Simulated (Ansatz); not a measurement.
# Cu3Pt: under pressure

An exercise on one series of results from a longer session: the logs are not shown, and one member is left open.

Program: Ansatz 0.2.0. Level of theory: DFT r2SCAN, scalar-relativistic, plane waves, PAW. These are calculated values, not measurements.

1 further run of the same task is left out (set aside as unsound or not needed).

### Starting point

Symmetry: Pm-3m, No. 221, cubic system. Conventional cell: a = 3.684 Å, b = 3.684 Å, c = 3.684 Å, α = 90.00°, β = 90.00°, γ = 90.00°. Cu (site symmetry 4/mmm) is surrounded by 8 Cu at 2.60 Å and 4 Pt at 2.60 Å. Pt (site symmetry m-3m) is surrounded by 12 Cu at 2.60 Å.

Coordinates:

```cif
data_structure
_symmetry_space_group_name_H-M 'Pm-3m'
_symmetry_Int_Tables_number 221
_cell_length_a 3.6836
_cell_length_b 3.6836
_cell_length_c 3.6836
_cell_angle_alpha 90.000
_cell_angle_beta 90.000
_cell_angle_gamma 90.000
_cell_volume 49.98
loop_
_atom_site_label
_atom_site_type_symbol
_atom_site_symmetry_multiplicity
_atom_site_Wyckoff_symbol
_atom_site_fract_x
_atom_site_fract_y
_atom_site_fract_z
_atom_site_occupancy
Cu1 Cu 3 c 0.00000 0.50000 0.50000 1
Pt1 Pt 1 a 0.00000 0.00000 0.00000 1
```

This cell was relaxed beforehand with the same method: volume 12.50 Å³/atom, gap on the mesh none (metal).

The first run:

Contents of input.yaml:

```yaml
crystal:
  lattice:
    - [3.7185812078, 0.0, 0.0]
    - [0.0, 3.7185812078, 0.0]
    - [0.0, 0.0, 3.7185812078]
  atoms:
    - { symbol: Cu, position: [0.0, 0.5, 0.5] }
    - { symbol: Cu, position: [0.5, 0.0, 0.5] }
    - { symbol: Cu, position: [0.5, 0.5, 0.0] }
    - { symbol: Pt, position: [0.0, 0.0, 0.0] }
basis:
  ecutwfc: 500
kpoints:
  mp_grid: { grid: [12, 12, 12] }
hamiltonian:
  xc: r2scan
scf:
  occupations: { method: gaussian, width: 0.1 }
output:
  forces: true
  stress: true
  eigenvalues: true
  write_density: true
  write_potential: true
  elf: true
  volumetric_format: npy
relax:
  adjacent_minimum: "off"
  f_tol: 0.008
  max_steps: 50
  cell: { stress_tol: 0.08, p_target: -3.0 }
```

Started as:

```sh
ansatz run input.yaml --threads 1 --pin off --max-ram 2560MiB --backend cpu --events-out ev --progress --plain --runs-dir out
```

Among the steps run: Target pressure -3 GPa; Relaxing at 3 GPa; Target pressure 8 GPa; 15 GPa; Relaxing at 30 GPa; Relaxing at 60 GPa.

One table of the session follows, with a row left open; its other results are not shown here.

Lengths are those of the vectors of the cell that was run:

```
P (GPa)  V (Å³/atom)  a (Å)  b (Å)  c (Å)  ΔH (eV/atom)
     -3        12.70  3.704  3.704  3.704        -0.236
      0        12.50  3.684  3.684  3.684         0.000
      3        12.31  3.665  3.665  3.665         0.232
      8            ?      ?      ?      ?             ?
     15        11.69  3.603  3.603  3.603         1.130
     30        11.12  3.543  3.543  3.543         2.197
     60        10.31  3.455  3.455  3.455         4.197
```

Estimate the missing values for P (GPa) = 8.

Worked estimate for «V (Å³/atom)». A straight line through the neighbours (3, 12.31) and (15, 11.69) gives 12.31 + (11.69 − 12.31) × (8 − 3) / (15 − 3) = 12.05; a parabola fitted to 4 rows on both sides gives 12.04.

As computed: V (Å³/atom): 12.03; a (Å): 3.637; b (Å): 3.637; c (Å): 3.637; ΔH (eV/atom): 0.612. In «V (Å³/atom)» the line misses by +0.02 and the parabola by +0.01.

ΔH is E + PV over the energy at zero pressure; a, b and c are the vectors of the computed cell. 

To keep in mind: Other structures may take over in this range; these runs cannot find them.
